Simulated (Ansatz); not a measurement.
**Cu: LAPW beside PAW**

The same cell of Cu is computed with LAPW, all electrons, PAW with frozen cores and datasets made for this crystal, to set the results side by side.

Method: DFT PBEsol, scalar-relativistic, in Ansatz 0.2.0.

## (1) The structure to begin with

The structure is cubic, space group Fm-3m (No. 225). Conventional cell: a = 3.615 Å, b = 3.615 Å, c = 3.615 Å, α = 90.00°, β = 90.00°, γ = 90.00°. Cu (site symmetry m-3m) is surrounded by 12 Cu at 2.56 Å.

As a file:

```
CELL_PARAMETERS angstrom
0.00000 1.80750 1.80750
1.80750 0.00000 1.80750
1.80750 1.80750 0.00000
ATOMIC_POSITIONS crystal
Cu 0.00000 0.00000 0.00000
```

The geometry is a database entry used as it stands. It may stem from high pressure or temperature, or be incomplete, so it serves as a test cell.

## (2) LAPW, all electrons

The input, input.yaml:

```yaml
crystal:
  lattice:
    - [0.0, 1.8075, 1.8075]
    - [1.8075, 0.0, 1.8075]
    - [1.8075, 1.8075, 0.0]
  atoms:
    - { symbol: Cu, position: [0.0, 0.0, 0.0] }
kpoints:
  mp_grid: { grid: [19, 19, 19] }
  band_path:
    path:
      - [0.0, 0.0, 0.0]
      - [0.5, 0.0, 0.5]
      - [0.625, 0.25, 0.625]
      - [0.375, 0.375, 0.75]
      - [0.0, 0.0, 0.0]
      - [0.5, 0.5, 0.5]
      - [0.5, 0.25, 0.75]
      - [0.5, 0.0, 0.5]
    npoints: 14
scf:
  occupations: { method: fermi_dirac, width: 0.08 }
hamiltonian:
  xc: pbesol
  pseudopotentials: { kind: all_electron, lapw: { basis_error: 0.00025 } }
output:
  forces: true
  stress: true
  eigenvalues: true
  populations: true
  dos: { projected: true, de: 0.2, e_range: [-14, 8] }
```

Started as:

```sh
ansatz run input.yaml --threads 1 --pin off --max-ram 3072MiB --backend cpu --events-out ev --progress --plain --runs-dir out
```

Output, cut to the lines that bear on the results:

```text
Cu: projections on atomic orbitals take those of the free atom 1s2 2s2 2p6 3s2 3p6 3d10 4s1, of charge +0.00 (hamiltonian.pseudopotentials.projection_atoms)
LAPW: plane waves up to 9.455 Å⁻¹, error target 2.5e-4 eV per atom; small_component_spin mean_spin; Cu in spheres of 1.278 Å, 19 of its electrons in bands, Dirac shells []
[...]
Pseudopotentials: kind: all_electron
Pseudopotential: Cu, LAPW, valence charge 19, Koelling and Harmon's equation, gaussian nucleus
Functional definition: PBEsol
[...]
Crystal: 1 atoms, lattice volume = 11.810 Å³
Basis set: ecut = 340.61792435982227 eV, 169 PW (Γ), exchange–correlation at level 2
Bands: 14, of which v1, the nominal top of the filled ones, is band 10 counted from 1 (9 counted from 0)
Symmetry: 48 space group operations
Space group: Fm-3m (ITA 225), of the structure as read, at distance tolerance 2.3e-5 Å
k-points: 220 of 6859
[...]
SCF iter   1: F=—  HF=-44998.874705 eV  |F-HF|=—  |Δ(HF+E_count)|=         —  Δρ=4.72e-2  dr2=1.22e-1  ethr=6.43e-4  ⟨swp⟩=2.6  Hψ=21984  notcnv=0
[...]
SCF iter   7: F=-44997.890347 eV  HF=-44997.890347 eV  |F-HF|=4.04e-8  |Δ(HF+E_count)|=   5.93e-8  Δρ=4.48e-6  dr2=1.33e-9  ethr=1.35e-10  ⟨swp⟩=3.0  Hψ=9127  notcnv=0
[...]
NSCF: frozen V_eff on 99 k-points
SCF converged after 7 iterations
Free energy (F): -44997.890347 eV
[...]
E sigma→0 (E₀):  -44997.886711 eV
Entropy (-TS):   -0.007271 eV (-7.271 meV/atom)
Fermi energy:    16.458448 eV
[...]
--- Forces (eV/Å), atoms counted from 1 ---
  atom   1  Cu     0.00000000     0.00000000     0.00000000
[...]
--- Stress (GPa, compression-positive) ---
       -6.540634      -0.000000       0.000000
       -0.000000      -6.540634      -0.000000
        0.000000      -0.000000      -6.540634
  P = ⅓ Tr σ = -6.5406 GPa (-65.406 kbar)
--- Band table (eV; the first three rows and the last of 220) ---
  k-point 0: bands = ["-95.8342", "-53.2998", "-53.2998", "-53.2998", "6.9820", "13.4153", "13.4153", "13.4153", "14.2579", "14.2579", "39.0027", "41.5910", "41.5910", "41.5910"]
[...]
--- Löwdin populations: 1 site ---
  site symbol       q [e]
     0     Cu     28.8383
  spilling = 0.005577 (of n_electrons = 29.000000)
```

Wall time 24 s (1 thread of Arm Neoverse V1, shared host); peak memory 0.41 GiB.

In short: pressure -6.54 GPa; no gap.

Levels at the path's labelled points, in eV from the Fermi level:

```
point  band 6  band 7  band 8  band 9  band 10  band 11  band 12
    Γ   -3.04   -3.04   -3.04   -2.20    -2.20    22.54    25.13
    X   -4.46   -1.64   -1.48   -1.48     1.37     7.05    12.95
    U   -4.11   -2.79   -2.07   -1.68     4.24     5.65     7.75
    K   -4.11   -2.79   -2.07   -1.68     4.24     5.65     7.75
    Γ   -3.04   -3.04   -3.04   -2.20    -2.20    22.54    25.13
    L   -3.07   -3.07   -1.63   -1.63    -1.12     3.70    21.03
    W   -3.57   -3.57   -2.25   -1.48     6.11     6.11     8.25
    X   -4.46   -1.64   -1.48   -1.48     1.37     7.05    12.95
```

States per cell, counted by energy window (eV from the Fermi level, on a grid of 0.20 eV):

```
from  to  total  Cu 3d  Cu 4s
 -10  -9   0.01   0.00   0.01
  -9  -8   0.07   0.00   0.07
  -8  -7   0.12   0.00   0.11
  -7  -6   0.18   0.02   0.15
  -6  -5   0.35   0.15   0.20
  -5  -4   1.43   1.24   0.18
  -4  -3   2.54   2.45   0.05
  -3  -2   3.41   3.30   0.07
  -2  -1   2.51   2.44   0.07
  -1   0   0.35   0.18   0.12
   0   1   0.29   0.09   0.13
   1   2   0.27   0.04   0.10
   2   3   0.22   0.02   0.07
   3   4   0.17   0.01   0.04
   4   5   0.27   0.02   0.14
```

## (3) PAW with frozen cores

Edit input.yaml of step 2 so:

```diff
@@ -24,3 +24,3 @@
   xc: pbesol
-  pseudopotentials: { kind: all_electron, lapw: { basis_error: 0.00025 } }
+  pseudopotentials: { kind: paw }
 output:
@@ -29,3 +29,9 @@
   eigenvalues: true
+  efg: { contact_densities: true }
   populations: true
+  bader: true
   dos: { projected: true, de: 0.2, e_range: [-14, 8] }
+  write_density: true
+  write_potential: true
+  elf: true
+  volumetric_format: npy
```

Started as:

```sh
ansatz run input.yaml --threads 1 --pin off --max-ram 3072MiB --backend cpu --events-out ev --progress --plain --runs-dir out
```

Output, cut to the lines that bear on the results:

```text
[...]
Pseudopotentials: kind: paw
Pseudopotential: Cu, paw, valence charge 19, recommended cutoff 420 eV (normal)
[... 1 set-up line as earlier in the session ...]
[...]
Crystal: 1 atoms, lattice volume = 11.810 Å³
Basis set: ecut = 420 eV, 259 PW (Γ), exchange–correlation on 36×36×36 points (8 copies of the dense FFT grid, shifted against one another)
Bands: 14, of which v1, the nominal top of the filled ones, is band 10 counted from 1 (9 counted from 0)
[... 2 set-up lines as earlier in the session ...]
k-points: 220 of 6859
[...]
SCF iter   1: F=—  HF=-6588.771219 eV  |F-HF|=—  |Δ(HF+E_count)|=         —  Δρ=2.14e-2  dr2=2.84e-2  ethr=1.77e-3  ⟨swp⟩=5.5  Hψ=15415  notcnv=0
[...]
--- Stress (GPa, compression-positive) ---
       -6.537787      -0.000000      -0.000000
       -0.000000      -6.537787      -0.000000
        0.000000      -0.000000      -6.537787
  P = ⅓ Tr σ = -6.5378 GPa (-65.378 kbar)
--- PAW observables at the nuclei: V_zz in 10²¹ V/m², potentials from the cell's mean, atoms counted from 1 ---
  atom   1  Cu V_zz =    +0.000000   η = 0.0000   by run symmetry: forbidden
            electrostatic potential = -3761.392385 V   contact ρ = 147256.249327 e/Å³
--- Band table (eV; the first three rows and the last of 220) ---
  k-point 0: bands = ["-95.6769", "-53.1393", "-53.1393", "-53.1393", "7.1368", "13.5742", "13.5742", "13.5742", "14.4175", "14.4175", "39.1689", "41.6563", "41.6563", "41.6563"]
[...]
--- Löwdin populations: 1 site ---
  site symbol       q [e]
     0     Cu     18.8330
  spilling = 0.008791 (of n_electrons = 19.000000)
--- Bader charges: 1 site ---
  site symbol  charge [e]  shift [e]
     0     Cu      0.0000     0.0000
  estimated error of the sums over rays = 2.0e-7 e
```

Wall time 8.5 s (1 thread of Arm Neoverse V1, shared host); peak memory 0.33 GiB.

Read from it: pressure -6.54 GPa; no gap.

The fields are shown in the conventional cell of this run's space group, carried over from its grid by interpolation.

Density in a lattice plane of the grid's cell (edges 3.62 and 3.62 Å, at 0.000 of the third edge), which holds Cu.

Ten even steps from '0' (0.15 e/Å³) to '9' (69.94 e/Å³):
```
653100000000000000000135
321000000000000000000012
100000000000000000000000
000000000000000000000000
000000000000000000000000
000000000000000000000000
000000000000100000000000
000000000012321000000000
000000000135653100000000
000000000147974100000000
000000000135653100000000
000000000012321000000000
000000000000100000000000
000000000000000000000000
000000000000000000000000
000000000000000000000000
100000000000000000000000
321000000000000000000012
653100000000000000000135
974100000000000000000147
```
Columns run along the first of these edges and rows up along the second, over one cell in 24 and 20 even steps from the bottom left corner. Atoms in the plane (fractional): Cu at (0.00, 0.00), Cu at (0.50, 0.50).

ELF in the same plane.

Values, 12 rows by 12 columns:
```
0.69 0.47 0.22 0.17 0.21 0.24 0.24 0.24 0.21 0.17 0.22 0.47
0.26 0.22 0.18 0.19 0.24 0.21 0.19 0.21 0.23 0.19 0.18 0.22
0.17 0.17 0.19 0.21 0.19 0.17 0.17 0.17 0.19 0.21 0.19 0.17
0.19 0.21 0.24 0.19 0.18 0.22 0.26 0.22 0.18 0.19 0.23 0.21
0.24 0.24 0.21 0.17 0.22 0.47 0.69 0.47 0.22 0.17 0.21 0.24
0.24 0.24 0.19 0.17 0.26 0.69 0.93 0.69 0.26 0.17 0.19 0.24
0.24 0.24 0.21 0.17 0.22 0.47 0.69 0.47 0.22 0.17 0.21 0.24
0.19 0.21 0.23 0.19 0.18 0.22 0.26 0.22 0.18 0.19 0.24 0.21
0.17 0.17 0.19 0.21 0.19 0.17 0.17 0.17 0.19 0.21 0.19 0.17
0.26 0.22 0.18 0.19 0.23 0.21 0.19 0.21 0.24 0.19 0.18 0.22
0.69 0.47 0.22 0.17 0.21 0.24 0.24 0.24 0.21 0.17 0.22 0.47
0.93 0.69 0.26 0.17 0.19 0.24 0.24 0.24 0.19 0.17 0.26 0.69
```
Columns run along the first of these edges and rows up along the second, over one cell in 12 and 12 even steps from the bottom left corner. Atoms in the plane (fractional): Cu at (0.00, 0.00), Cu at (0.50, 0.50).

Both are smooth fields of the valence electrons: close to the nuclei they are not physical.

## (4) Datasets made for this crystal

Edit input.yaml of step 3 so:

```diff
@@ -19,3 +19,3 @@
       - [0.5, 0.0, 0.5]
-    npoints: 14
+    npoints: 8
 scf:
@@ -24,3 +24,3 @@
   xc: pbesol
-  pseudopotentials: { kind: paw }
+  pseudopotentials: { kind: all_electron, datasets: crystal }
 output:
@@ -30,8 +30 @@
   efg: { contact_densities: true }
-  populations: true
-  bader: true
-  dos: { projected: true, de: 0.2, e_range: [-14, 8] }
-  write_density: true
-  write_potential: true
-  elf: true
-  volumetric_format: npy
```

Started as:

```sh
ansatz run input.yaml --threads 1 --pin off --max-ram 3072MiB --backend cpu --events-out ev --progress --plain --runs-dir out
```

Output, cut to the lines that bear on the results:

```text
[...]
[... 1 set-up line as earlier in the session ...]
Pseudopotential: Cu, paw, valence charge 19, recommended cutoff 300 eV (normal), Koelling and Harmon's equation, gaussian nucleus
[... 1 set-up line as earlier in the session ...]
[...]
Crystal: 1 atoms, lattice volume = 11.810 Å³
Basis set: ecut = 300 eV, 137 PW (Γ), exchange–correlation on 30×30×30 points (8 copies of the dense FFT grid, shifted against one another)
Bands: 10, of which v1, the nominal top of the filled ones, is band 6 counted from 1 (5 counted from 0)
[... 2 set-up lines as earlier in the session ...]
k-points: 220 of 6859
[...]
SCF iter   1: F=—  HF=-44998.828500 eV  |F-HF|=—  |Δ(HF+E_count)|=         —  Δρ=1.99e-1  dr2=3.66e0  ethr=3.30e-2  ⟨swp⟩=2.0  Hψ=12637  notcnv=0
[...]
Fermi energy:    16.458593 eV
[...]
  The terms above E_closure are by the made datasets' own strengths, without shells solved beside the bands.
--- Forces (eV/Å), atoms counted from 1 ---
  atom   1  Cu     0.00000000     0.00000000     0.00000000
[...]
--- Stress (GPa, compression-positive) ---
       -6.540853      -0.000000       0.000000
       -0.000000      -6.540853      -0.000000
        0.000000      -0.000000      -6.540853
  P = ⅓ Tr σ = -6.5409 GPa (-65.409 kbar)
  It holds what live shells' own plane waves past their cutoff add
--- PAW observables at the nuclei: V_zz in 10²¹ V/m², potentials from the cell's mean, atoms counted from 1 ---
  atom   1  Cu V_zz =    +0.000000   η = 0.0000   by run symmetry: forbidden
            electrostatic potential = -3759.904906 V   contact ρ = 147326.638024 e/Å³
--- Band table (eV; the first three rows and the last of 220) ---
  k-point 0: bands = ["6.9820", "13.4156", "13.4156", "13.4156", "14.2580", "14.2580", "39.0027", "41.5910"]
[...]
```

Run time: 13 s. Hardware: 1 thread of Arm Neoverse V1, shared host; peak memory 0.4 GiB.

Result: pressure -6.54 GPa.

```
atom  contact density (e/Å³)
  Cu                147326.6
```

## (5) The methods compared

```
          method  pressure (GPa)  SCF cycles, all passes
            LAPW           -6.54                       7
             PAW           -6.54                       6
crystal datasets           -6.54                       9
```

## (6) What came out

```
  quantity                                              value
  pressure  LAPW -6.54, PAW -6.54, crystal datasets -6.54 GPa
gap (LAPW)                                               none
```

In words: The pressure of -6.5 GPa pushes the cell to shrink, with the atoms held in place. With 19 electrons in the bands of a cell, and no spin, a band must be partly filled: it is a metal at this level. Cu 4s carries the largest share, 54 %, of the projected states within 0.3 eV of the Fermi level. The projection holds only the free atom's occupied shells (Cu 4s, Cu 3d in this range). In pressure, PAW differs from LAPW by less than 0.01 GPa. The price, with the outputs that each input asks for: 24 s for LAPW against 8.5 s for PAW, about 2.8 to one.
